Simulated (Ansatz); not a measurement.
# AlCl4−: geometry and frequencies at several levels

Aim: geometry and frequencies at several levels, for AlCl4−, with the cost of each level. Charge -1.

Program: Ansatz 0.2.0. Level of theory: the levels named in each step. These are calculated values, not measurements.

## Step 1: The starting structure

Bond lengths: Cl1–Al2 2.114 Å, Al2–Cl3 2.114 Å, Al2–Cl4 2.114 Å, Al2–Cl5 2.114 Å. Angles: Cl1–Al2–Cl3 109.3°, Cl1–Al2–Cl4 109.5°, Cl1–Al2–Cl5 109.6°, Cl3–Al2–Cl4 109.6°, Cl3–Al2–Cl5 109.5°, Cl4–Al2–Cl5 109.4°.

Structure file:

```xyz
5

Cl   -1.6571   -0.3935   -1.2526
Al    0.0001   -0.0001   -0.0001
Cl   -0.0189    2.0367    0.5668
Cl    1.7887   -0.4294   -1.0421
Cl   -0.1131   -1.2133    1.7277
```

## Step 2: A rough first relaxation, PBE-D4/def2-SVPD

This run stands in another session on the same molecule. It ended at:

```xyz
5

Cl   -1.7125   -0.4094   -1.2934
Al   -0.0001    0.0001   -0.0001
Cl   -0.0167    2.1047    0.5859
Cl    1.8484   -0.4411   -1.0777
Cl   -0.1196   -1.2538    1.7850
```

## Step 3: Relaxation, HF/STO-3G

input.yaml reads:

```yaml
crystal:
  periodic: [false, false, false]
  atoms:
    - { symbol: Cl, position_ang: [-1.71252069, -0.40942357, -1.29342801] }
    - { symbol: Al, position_ang: [-8.679e-05, 7.984e-05, -7.089e-05] }
    - { symbol: Cl, position_ang: [-0.01666876, 2.10468603, 0.58586194] }
    - { symbol: Cl, position_ang: [1.84840539, -0.44113717, -1.07769797] }
    - { symbol: Cl, position_ang: [-0.11957916, -1.25378513, 1.78500492] }
total_charge: -1
basis:
  gaussian: { orbitals: STO-3G }
hamiltonian:
  xc: hf
relax:
  f_tol: 0.002
  max_steps: 150
```

Command:

```console
$ ansatz run input.yaml --threads 4 --pin off --max-ram 10240MiB --backend cpu --events-out ev --progress --plain --runs-dir out
```

The log of the run, shortened:

```text
Warning: RAYON_NUM_THREADS=4 ignored (pool sized by the plan → 4); use --threads N
[...]
Functional definition: HF
[...]
553 factors; integrals over basis functions are off by at most 5.0e-6 eV
[...]
mean field -55993.07016776 eV, -2057.7073751989 hartree, gradient 7.3e-6 eV, S^2 0.000000; 0 other end points of the search recorded, 0 dependent functions left out
[...]
reference -55993.07016776 eV, -2057.7073751989 hartree; 41, 41 occupied and 4, 4 virtual orbitals, 553 factors
relax step   1: F+E_penalty+E_count = -55993.07016776 eV  Δ(F+E_penalty+E_count) = +0.000e0 eV  max|allowed force component| = 1.396e0 eV/Å  Δτ_max = 0.0000 Å  (22 SCF iters, accepted)
[...]
relax step   4: F+E_penalty+E_count = -55993.28616583 eV  Δ(F+E_penalty+E_count) = -2.825e-5 eV  max|allowed force component| = 6.356e-3 eV/Å  Δτ_max = 0.0011 Å  (16 SCF iters, accepted)
[...]
relax step   5: F+E_penalty+E_count = -55993.28616957 eV  Δ(F+E_penalty+E_count) = -3.736e-6 eV  max|allowed force component| = 1.309e-5 eV/Å  Δτ_max = 0.0003 Å  (16 SCF iters, accepted)
553 factors; integrals over basis functions are off by at most 5.7e-6 eV
[...]
mean field -55993.28616957 eV, -2057.7153131190 hartree, gradient 2.8e-5 eV, S^2 0.000000; 1 other end points of the search recorded, 0 dependent functions left out
[...]
reference -55993.28616957 eV, -2057.7153131190 hartree; 41, 41 occupied and 4, 4 virtual orbitals, 553 factors
Total energy: -55993.28616957 eV, -2057.7153131190 hartree
Atom 0 at    -1.656706    -0.395994    -1.251304 Å, force     0.000010    -0.000009     0.000008 eV/Å
Atom 1 at    -0.000090     0.000084    -0.000067 Å, force     0.000001    -0.000000     0.000007 eV/Å
Atom 2 at    -0.016217     2.036083     0.566762 Å, force     0.000012    -0.000006    -0.000005 eV/Å
Atom 3 at     1.788156    -0.426842    -1.042544 Å, force    -0.000012     0.000013    -0.000000 eV/Å
Atom 4 at    -0.115594    -1.212911     1.726824 Å, force    -0.000011     0.000002    -0.000009 eV/Å
Dipole moment:    -0.000000    -0.000000    -0.000002 e Å
```

Run time: 1.4 s. Hardware: 4 threads of Intel Xeon Platinum 8488C (Sapphire Rapids), shared host; peak memory 0.12 GiB.

The steps of the relaxation:

| step | E - E(step 1) (eV) | largest force component (eV/Å) |
| --- | --- | --- |
| 1 | 0.0000 | 1.3965 |
| 2 | -0.2127 | 0.1922 |
| 3 | -0.2160 | 0.0186 |
| 4 | -0.2160 | 0.0064 |
| 5 | -0.2160 | 0.0000 |

Step 1 is the start.

Before: Bond lengths: Cl1–Al2 2.185 Å, Al2–Cl3 2.185 Å, Al2–Cl4 2.185 Å, Al2–Cl5 2.185 Å. Angles: Cl1–Al2–Cl3 109.5°, Cl1–Al2–Cl4 109.5°, Cl1–Al2–Cl5 109.5°, Cl3–Al2–Cl4 109.5°, Cl3–Al2–Cl5 109.5°, Cl4–Al2–Cl5 109.5°.

After: Bond lengths: Cl1–Al2 2.113 Å, Al2–Cl3 2.113 Å, Al2–Cl4 2.113 Å, Al2–Cl5 2.113 Å. Angles: Cl1–Al2–Cl3 109.5°, Cl1–Al2–Cl4 109.5°, Cl1–Al2–Cl5 109.5°, Cl3–Al2–Cl4 109.5°, Cl3–Al2–Cl5 109.5°, Cl4–Al2–Cl5 109.5°.

## Step 4: Frequencies, HF/STO-3G

input.yaml reads:

```yaml
crystal:
  periodic: [false, false, false]
  atoms:
    - { symbol: Cl, position_ang: [-1.65670582, -0.3959938, -1.25130446] }
    - { symbol: Al, position_ang: [-9.0e-05, 8.386e-05, -6.681e-05] }
    - { symbol: Cl, position_ang: [-0.01621697, 2.03608349, 0.56676156] }
    - { symbol: Cl, position_ang: [1.7881563, -0.42684224, -1.04254406] }
    - { symbol: Cl, position_ang: [-0.11559352, -1.21291131, 1.72682376] }
total_charge: -1
basis:
  gaussian: { orbitals: STO-3G }
hamiltonian:
  xc: hf
phonons: {}
```

Command:

```console
$ ansatz run input.yaml --threads 4 --pin off --max-ram 10240MiB --backend cpu --events-out ev --progress --plain --runs-dir out
```

The log of the run, shortened:

```text
Warning: RAYON_NUM_THREADS=4 ignored (pool sized by the plan → 4); use --threads N
[...]
[... 1 set-up line as earlier in the session ...]
[...]
553 factors; integrals over basis functions are off by at most 4.5e-6 eV
[...]
mean field -55993.28617083 eV, -2057.7153131655 hartree, gradient 2.7e-5 eV, S^2 0.000000; 0 other end points of the search recorded, 0 dependent functions left out
[...]
reference -55993.28617083 eV, -2057.7153131655 hartree; 41, 41 occupied and 4, 4 virtual orbitals, 553 factors
[...]
553 factors; integrals over basis functions are off by at most 4.5e-6 eV
mean field -55993.28612852 eV, -2057.7153116106 hartree, gradient 2.1e-6 eV, S^2 0.000000; 0 other end points of the search recorded, 0 dependent functions left out
[...]
reference -55993.28612852 eV, -2057.7153116106 hartree; 41, 41 occupied and 4, 4 virtual orbitals, 553 factors
[...]
553 factors; integrals over basis functions are off by at most 4.5e-6 eV
[...]
553 factors; integrals over basis functions are off by at most 4.5e-6 eV
mean field -55993.28607990 eV, -2057.7153098238 hartree, gradient 2.1e-6 eV, S^2 0.000000; 0 other end points of the search recorded, 0 dependent functions left out
[...]
reference -55993.28607990 eV, -2057.7153098238 hartree; 41, 41 occupied and 4, 4 virtual orbitals, 553 factors
Total energy: -55993.28617083 eV, -2057.7153131655 hartree
Atom 0 at    -1.656706    -0.395994    -1.251304 Å, force     0.000009    -0.000008     0.000012 eV/Å
Atom 1 at    -0.000090     0.000084    -0.000067 Å, force    -0.000000    -0.000000     0.000000 eV/Å
Atom 2 at    -0.016217     2.036083     0.566762 Å, force     0.000012    -0.000012    -0.000003 eV/Å
Atom 3 at     1.788156    -0.426842    -1.042544 Å, force    -0.000010     0.000013     0.000003 eV/Å
Atom 4 at    -0.115594    -1.212911     1.726824 Å, force    -0.000011     0.000007    -0.000011 eV/Å
Dipole moment:     0.000000     0.000000    -0.000000 e Å
Vibrations: 139.44 139.44 215.14 215.14 215.14 422.79 650.82 650.83 650.83 cm⁻¹, zero-point energy 0.204547 eV
```

It took 1.8 s on 4 threads of Intel Xeon Platinum 8488C (Sapphire Rapids), shared host; peak memory 0.12 GiB.

Harmonic frequencies (cm⁻¹; negative: imaginary): 139, 139, 215, 215, 215, 423, 651, 651, 651.

## Step 5: Relaxation, HF/6-31G*

input.yaml reads:

```yaml
crystal:
  periodic: [false, false, false]
  atoms:
    - { symbol: Cl, position_ang: [-1.71252069, -0.40942357, -1.29342801] }
    - { symbol: Al, position_ang: [-8.679e-05, 7.984e-05, -7.089e-05] }
    - { symbol: Cl, position_ang: [-0.01666876, 2.10468603, 0.58586194] }
    - { symbol: Cl, position_ang: [1.84840539, -0.44113717, -1.07769797] }
    - { symbol: Cl, position_ang: [-0.11957916, -1.25378513, 1.78500492] }
total_charge: -1
basis:
  gaussian: { orbitals: "6-31G*" }
hamiltonian:
  xc: hf
relax:
  f_tol: 0.002
  max_steps: 150
```

Command:

```console
$ ansatz run input.yaml --threads 4 --pin off --max-ram 10240MiB --backend cpu --events-out ev --progress --plain --runs-dir out
```

The log of the run, shortened:

```text
Warning: RAYON_NUM_THREADS=4 ignored (pool sized by the plan → 4); use --threads N
[...]
[... 1 set-up line as earlier in the session ...]
[...]
918 factors; integrals over basis functions are off by at most 2.4e-4 eV
[...]
mean field -56605.94730373 eV, -2080.2301945229 hartree, gradient 1.9e-5 eV, S^2 0.000000; 0 other end points of the search recorded, 0 dependent functions left out
[...]
reference -56605.94730373 eV, -2080.2301945229 hartree; 41, 41 occupied and 54, 54 virtual orbitals, 918 factors
relax step   1: F+E_penalty+E_count = -56605.94730373 eV  Δ(F+E_penalty+E_count) = +0.000e0 eV  max|allowed force component| = 2.286e-1 eV/Å  Δτ_max = 0.0000 Å  (29 SCF iters, accepted)
[...]
relax step   2: F+E_penalty+E_count = -56605.95445229 eV  Δ(F+E_penalty+E_count) = -7.149e-3 eV  max|allowed force component| = 3.422e-2 eV/Å  Δτ_max = 0.0130 Å  (30 SCF iters, accepted)
[...]
relax step   3: F+E_penalty+E_count = -56605.95461028 eV  Δ(F+E_penalty+E_count) = -1.580e-4 eV  max|allowed force component| = 6.497e-4 eV/Å  Δτ_max = 0.0023 Å  (23 SCF iters, accepted)
918 factors; integrals over basis functions are off by at most 2.5e-4 eV
[...]
mean field -56605.95461028 eV, -2080.2304630337 hartree, gradient 1.6e-5 eV, S^2 0.000000; 1 other end points of the search recorded, 0 dependent functions left out
[...]
reference -56605.95461028 eV, -2080.2304630337 hartree; 41, 41 occupied and 54, 54 virtual orbitals, 918 factors
Total energy: -56605.95461028 eV, -2080.2304630337 hartree
Atom 0 at    -1.700531    -0.406480    -1.284403 Å, force    -0.000539    -0.000124    -0.000410 eV/Å
Atom 1 at    -0.000090     0.000084    -0.000066 Å, force    -0.000005     0.000008     0.000014 eV/Å
Atom 2 at    -0.016635     2.089947     0.581757 Å, force    -0.000011     0.000650     0.000182 eV/Å
Atom 3 at     1.835464    -0.438128    -1.070126 Å, force     0.000584    -0.000147    -0.000336 eV/Å
Atom 4 at    -0.118658    -1.245003     1.772509 Å, force    -0.000028    -0.000387     0.000551 eV/Å
Dipole moment:     0.000001    -0.000001    -0.000001 e Å
```

Run time: 2.8 s. Hardware: 4 threads of Intel Xeon Platinum 8488C (Sapphire Rapids), shared host; peak memory 0.21 GiB.

The steps of the relaxation:

| step | energy from step 1 (eV) | largest force component (eV/Å) |
| --- | --- | --- |
| 1 | 0.0000 | 0.2286 |
| 2 | -0.0071 | 0.0342 |
| 3 | -0.0073 | 0.0006 |

Step 1 is the start.

Before: Bond lengths: Cl1–Al2 2.185 Å, Al2–Cl3 2.185 Å, Al2–Cl4 2.185 Å, Al2–Cl5 2.185 Å. Angles: Cl1–Al2–Cl3 109.5°, Cl1–Al2–Cl4 109.5°, Cl1–Al2–Cl5 109.5°, Cl3–Al2–Cl4 109.5°, Cl3–Al2–Cl5 109.5°, Cl4–Al2–Cl5 109.5°.

After: Bond lengths: Cl1–Al2 2.169 Å, Al2–Cl3 2.169 Å, Al2–Cl4 2.169 Å, Al2–Cl5 2.169 Å. Angles: Cl1–Al2–Cl3 109.5°, Cl1–Al2–Cl4 109.5°, Cl1–Al2–Cl5 109.5°, Cl3–Al2–Cl4 109.5°, Cl3–Al2–Cl5 109.5°, Cl4–Al2–Cl5 109.5°.

## Step 6: Frequencies, HF/6-31G*

input.yaml reads:

```yaml
crystal:
  periodic: [false, false, false]
  atoms:
    - { symbol: Cl, position_ang: [-1.70053095, -0.40647971, -1.28440311] }
    - { symbol: Al, position_ang: [-8.959e-05, 8.354e-05, -6.619e-05] }
    - { symbol: Cl, position_ang: [-0.01663529, 2.08994698, 0.5817566] }
    - { symbol: Cl, position_ang: [1.83546391, -0.43812827, -1.07012631] }
    - { symbol: Cl, position_ang: [-0.1186581, -1.24500253, 1.77250901] }
total_charge: -1
basis:
  gaussian: { orbitals: "6-31G*" }
hamiltonian:
  xc: hf
phonons: {}
```

Command:

```console
$ ansatz run input.yaml --threads 4 --pin off --max-ram 10240MiB --backend cpu --events-out ev --progress --plain --runs-dir out
```

The log of the run, shortened:

```text
Warning: RAYON_NUM_THREADS=4 ignored (pool sized by the plan → 4); use --threads N
[...]
[... 1 set-up line as earlier in the session ...]
[...]
922 factors; integrals over basis functions are off by at most 2.7e-4 eV
[...]
mean field -56605.95462371 eV, -2080.2304635273 hartree, gradient 1.9e-5 eV, S^2 0.000000; 0 other end points of the search recorded, 0 dependent functions left out
[...]
reference -56605.95462371 eV, -2080.2304635273 hartree; 41, 41 occupied and 54, 54 virtual orbitals, 922 factors
[...]
922 factors; integrals over basis functions are off by at most 2.7e-4 eV
[...]
mean field -56605.95458179 eV, -2080.2304619866 hartree, gradient 5.9e-6 eV, S^2 0.000000; 0 other end points of the search recorded, 0 dependent functions left out
[...]
reference -56605.95458179 eV, -2080.2304619866 hartree; 41, 41 occupied and 54, 54 virtual orbitals, 922 factors
[...]
922 factors; integrals over basis functions are off by at most 2.7e-4 eV
[...]
922 factors; integrals over basis functions are off by at most 2.7e-4 eV
mean field -56605.95460122 eV, -2080.2304627006 hartree, gradient 4.1e-6 eV, S^2 0.000000; 0 other end points of the search recorded, 0 dependent functions left out
[...]
reference -56605.95460122 eV, -2080.2304627006 hartree; 41, 41 occupied and 54, 54 virtual orbitals, 922 factors
Total energy: -56605.95462371 eV, -2080.2304635273 hartree
Atom 0 at    -1.700531    -0.406480    -1.284403 Å, force    -0.000529    -0.000122    -0.000398 eV/Å
Atom 1 at    -0.000090     0.000084    -0.000066 Å, force    -0.000003     0.000003    -0.000001 eV/Å
Atom 2 at    -0.016635     2.089947     0.581757 Å, force    -0.000009     0.000650     0.000178 eV/Å
Atom 3 at     1.835464    -0.438128    -1.070126 Å, force     0.000572    -0.000141    -0.000327 eV/Å
Atom 4 at    -0.118658    -1.245003     1.772509 Å, force    -0.000030    -0.000390     0.000549 eV/Å
Dipole moment:     0.000001    -0.000001     0.000000 e Å
Vibrations: 120.32 120.32 186.51 186.51 186.51 350.72 510.34 510.34 510.34 cm⁻¹, zero-point energy 0.166257 eV
```

It took 6.4 s on 4 threads of Intel Xeon Platinum 8488C (Sapphire Rapids), shared host; peak memory 0.22 GiB.

Harmonic frequencies (cm⁻¹; negative: imaginary): 120, 120, 187, 187, 187, 351, 510, 510, 510.

## Step 7: Relaxation, LDA/def2-SVPD

input.yaml reads:

```yaml
crystal:
  periodic: [false, false, false]
  atoms:
    - { symbol: Cl, position_ang: [-1.71252069, -0.40942357, -1.29342801] }
    - { symbol: Al, position_ang: [-8.679e-05, 7.984e-05, -7.089e-05] }
    - { symbol: Cl, position_ang: [-0.01666876, 2.10468603, 0.58586194] }
    - { symbol: Cl, position_ang: [1.84840539, -0.44113717, -1.07769797] }
    - { symbol: Cl, position_ang: [-0.11957916, -1.25378513, 1.78500492] }
total_charge: -1
basis:
  gaussian: { orbitals: def2-SVPD }
hamiltonian:
  xc: lda
relax:
  f_tol: 0.002
  max_steps: 150
```

Command:

```console
$ ansatz run input.yaml --threads 4 --pin off --max-ram 10240MiB --backend cpu --events-out ev --progress --plain --runs-dir out
```

The log of the run, shortened:

```text
Warning: RAYON_NUM_THREADS=4 ignored (pool sized by the plan → 4); use --threads N
[...]
Functional definition: SPW92
[...]
1333 factors; their error is unknown
[...]
mean field -56490.85662602 eV, -2076.0006901285 hartree, gradient 1.4e-5 eV, S^2 0.000000; 0 other end points of the search recorded, 0 dependent functions left out
[...]
reference -56490.85666672 eV, -2076.0006916240 hartree; 41, 41 occupied and 91, 91 virtual orbitals, 1333 factors
relax step   1: F+E_penalty+E_count = -56490.85662602 eV  Δ(F+E_penalty+E_count) = +0.000e0 eV  max|allowed force component| = 3.382e-1 eV/Å  Δτ_max = 0.0000 Å  (22 SCF iters, accepted)
[...]
relax step   3: F+E_penalty+E_count = -56490.87494265 eV  Δ(F+E_penalty+E_count) = -1.151e-3 eV  max|allowed force component| = 3.516e-3 eV/Å  Δτ_max = 0.0066 Å  (23 SCF iters, accepted)
[...]
relax step   4: F+E_penalty+E_count = -56490.87494446 eV  Δ(F+E_penalty+E_count) = -1.806e-6 eV  max|allowed force component| = 4.914e-4 eV/Å  Δτ_max = 0.0003 Å  (17 SCF iters, accepted)
1333 factors; their error is unknown
[...]
mean field -56490.87494446 eV, -2076.0013633184 hartree, gradient 3.4e-6 eV, S^2 0.000000; 1 other end points of the search recorded, 0 dependent functions left out
[...]
reference -56490.87498500 eV, -2076.0013648084 hartree; 41, 41 occupied and 91, 91 virtual orbitals, 1333 factors
Total energy: -56490.87498500 eV, -2076.0013648084 hartree
Atom 0 at    -1.692466    -0.404549    -1.278313 Å, force     0.000394     0.000096     0.000300 eV/Å
Atom 1 at    -0.000090     0.000084    -0.000065 Å, force     0.000000    -0.000000     0.000001 eV/Å
Atom 2 at    -0.016560     2.080036     0.578997 Å, force     0.000002    -0.000491    -0.000135 eV/Å
Atom 3 at     1.826758    -0.436053    -1.065050 Å, force    -0.000424     0.000101     0.000249 eV/Å
Atom 4 at    -0.118092    -1.239098     1.764102 Å, force     0.000028     0.000294    -0.000414 eV/Å
Dipole moment:    -0.000000     0.000000     0.000000 e Å
```

Run time: 3.4 s. Hardware: 4 threads of Intel Xeon Platinum 8488C (Sapphire Rapids), shared host; peak memory 0.23 GiB.

Relaxation path:

```csv
step,energy from step 1 (eV),largest force component (eV/Å)
1,0.0000,0.3382
2,-0.0172,0.0873
3,-0.0183,0.0035
4,-0.0183,0.0005
```

Step 1 is the start.

Before: Bond lengths: Cl1–Al2 2.185 Å, Al2–Cl3 2.185 Å, Al2–Cl4 2.185 Å, Al2–Cl5 2.185 Å. Angles: Cl1–Al2–Cl3 109.5°, Cl1–Al2–Cl4 109.5°, Cl1–Al2–Cl5 109.5°, Cl3–Al2–Cl4 109.5°, Cl3–Al2–Cl5 109.5°, Cl4–Al2–Cl5 109.5°.

After: Bond lengths: Cl1–Al2 2.159 Å, Al2–Cl3 2.159 Å, Al2–Cl4 2.159 Å, Al2–Cl5 2.159 Å. Angles: Cl1–Al2–Cl3 109.5°, Cl1–Al2–Cl4 109.5°, Cl1–Al2–Cl5 109.5°, Cl3–Al2–Cl4 109.5°, Cl3–Al2–Cl5 109.5°, Cl4–Al2–Cl5 109.5°.

## Step 8: Frequencies, LDA/def2-SVPD

input.yaml reads:

```yaml
crystal:
  periodic: [false, false, false]
  atoms:
    - { symbol: Cl, position_ang: [-1.69246576, -0.40454914, -1.2783135] }
    - { symbol: Al, position_ang: [-9.026e-05, 8.438e-05, -6.537e-05] }
    - { symbol: Cl, position_ang: [-0.01655952, 2.08003589, 0.578997] }
    - { symbol: Cl, position_ang: [1.82675751, -0.43605332, -1.06504989] }
    - { symbol: Cl, position_ang: [-0.11809198, -1.23909782, 1.76410175] }
total_charge: -1
basis:
  gaussian: { orbitals: def2-SVPD }
hamiltonian:
  xc: lda
phonons: {}
```

Command:

```console
$ ansatz run input.yaml --threads 4 --pin off --max-ram 10240MiB --backend cpu --events-out ev --progress --plain --runs-dir out
```

The log of the run, shortened:

```text
Warning: RAYON_NUM_THREADS=4 ignored (pool sized by the plan → 4); use --threads N
[...]
[... 1 set-up line as earlier in the session ...]
[...]
1333 factors; their error is unknown
[...]
mean field -56490.87494446 eV, -2076.0013633184 hartree, gradient 1.5e-5 eV, S^2 0.000000; 0 other end points of the search recorded, 0 dependent functions left out
[...]
reference -56490.87498500 eV, -2076.0013648084 hartree; 41, 41 occupied and 91, 91 virtual orbitals, 1333 factors
[...]
1333 factors; their error is unknown
[...]
mean field -56490.87490760 eV, -2076.0013619641 hartree, gradient 1.9e-6 eV, S^2 0.000000; 0 other end points of the search recorded, 0 dependent functions left out
[...]
reference -56490.87494814 eV, -2076.0013634539 hartree; 41, 41 occupied and 91, 91 virtual orbitals, 1333 factors
[...]
1333 factors; their error is unknown
[...]
1333 factors; their error is unknown
mean field -56490.87492559 eV, -2076.0013626250 hartree, gradient 1.6e-6 eV, S^2 0.000000; 0 other end points of the search recorded, 0 dependent functions left out
[...]
reference -56490.87496613 eV, -2076.0013641148 hartree; 41, 41 occupied and 91, 91 virtual orbitals, 1333 factors
Total energy: -56490.87498500 eV, -2076.0013648084 hartree
Atom 0 at    -1.692466    -0.404549    -1.278314 Å, force     0.000397     0.000096     0.000300 eV/Å
Atom 1 at    -0.000090     0.000084    -0.000065 Å, force    -0.000000     0.000000    -0.000000 eV/Å
Atom 2 at    -0.016560     2.080036     0.578997 Å, force     0.000003    -0.000488    -0.000137 eV/Å
Atom 3 at     1.826758    -0.436053    -1.065050 Å, force    -0.000427     0.000102     0.000249 eV/Å
Atom 4 at    -0.118092    -1.239098     1.764102 Å, force     0.000028     0.000290    -0.000413 eV/Å
Dipole moment:    -0.000000     0.000000    -0.000000 e Å
Vibrations: 101.88 101.88 159.54 159.54 159.54 333.25 500.95 500.95 500.95 cm⁻¹, zero-point energy 0.156127 eV
```

Run time: 5 s. Hardware: 4 threads of Intel Xeon Platinum 8488C (Sapphire Rapids), shared host; peak memory 0.23 GiB.

Harmonic frequencies (cm⁻¹; negative: imaginary): 102, 102, 160, 160, 160, 333, 501, 501, 501.

[end of part 1 of 2]
